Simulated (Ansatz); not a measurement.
# PdPtSe4: the cost of one run

Method: DFT PBE, scalar-relativistic, plane waves, PAW, unless a step names another level, in Ansatz 0.2.0.

1 further run of the same task is left out (set aside as unsound or not needed). Runs told in other sessions of the task aren't counted.

**1. Starting point**

The structure is trigonal, space group P-3m1 (No. 164). The conventional cell has a = 3.793 Å, b = 3.793 Å, c = 10.305 Å, α = 90.00°, β = 90.00°, γ = 120.00°. Pd (site symmetry -3m) is surrounded by 6 Se at 2.54 Å. Pt (site symmetry -3m) is surrounded by 6 Se at 2.54 Å. Se (site symmetry 3m) has 3 Pt at 2.54 Å in its first shell of neighbours. Around Se (site symmetry 3m) lie 3 Pd at 2.54 Å.

Coordinates:

```
Pd Pt Se
1.0
     3.79321    0.00000    0.00000
    -1.89660    3.28501    0.00000
     0.00000    0.00000   10.30540
Pd Pt Se
1 1 4
Direct
  0.00000 0.00000 0.50000
  0.00000 0.00000 0.00000
  0.33333 0.66667 0.12518
  0.33333 0.66667 0.62470
  0.66667 0.33333 0.37530
  0.66667 0.33333 0.87482
```

It is the end of an earlier relaxation with the same method, from a generated guess; it is a trial structure. At a tolerance of 0.05 Å it has space group P-3m1 (No. 164); it has 21.40 Å³/atom, an uncorrected energy of -0.33 eV/atom over the elements and, on its mesh, gap none (metal).

**2. Elastic constants, atoms relaxed**

Contents of input.yaml:

```yaml
crystal:
  lattice:
    - [3.7957865075, -2.89e-08, 0.0]
    - [-1.8978932287, 3.2872475573, 0.0]
    - [0.0, 0.0, 10.219938233]
  atoms:
    - { symbol: Pd, position: [0.0, 0.0, 0.5] }
    - { symbol: Pt, position: [0.0, 0.0, 0.0] }
    - { symbol: Se, position: [0.3333333333, 0.6666666667, 0.1263127883] }
    - { symbol: Se, position: [0.3333333333, 0.6666666667, 0.6259228078] }
    - { symbol: Se, position: [0.6666666667, 0.3333333333, 0.3740771922] }
    - { symbol: Se, position: [0.6666666667, 0.3333333333, 0.8736872117] }
basis:
  ecutwfc: 420
kpoints:
  mp_grid: { grid: [12, 12, 4] }
hamiltonian:
  xc: pbe
scf:
  occupations: { method: fermi_dirac, width: 0.15 }
output:
  forces: true
  stress: true
  eigenvalues: true
elastic:
  mode: relaxed_ion
  amplitude: 0.005
  stencil: two_point
```

The run is started by

```console
$ ansatz run input.yaml --threads 4 --pin off --max-ram 8192MiB --backend cpu --events-out ev --progress --plain --runs-dir out
```

Q: Estimate wall time and peak memory on 4 threads of Intel Xeon 6975P-C (Granite Rapids), shared host.

About 6.7 min, with a peak of 1.9 GiB.
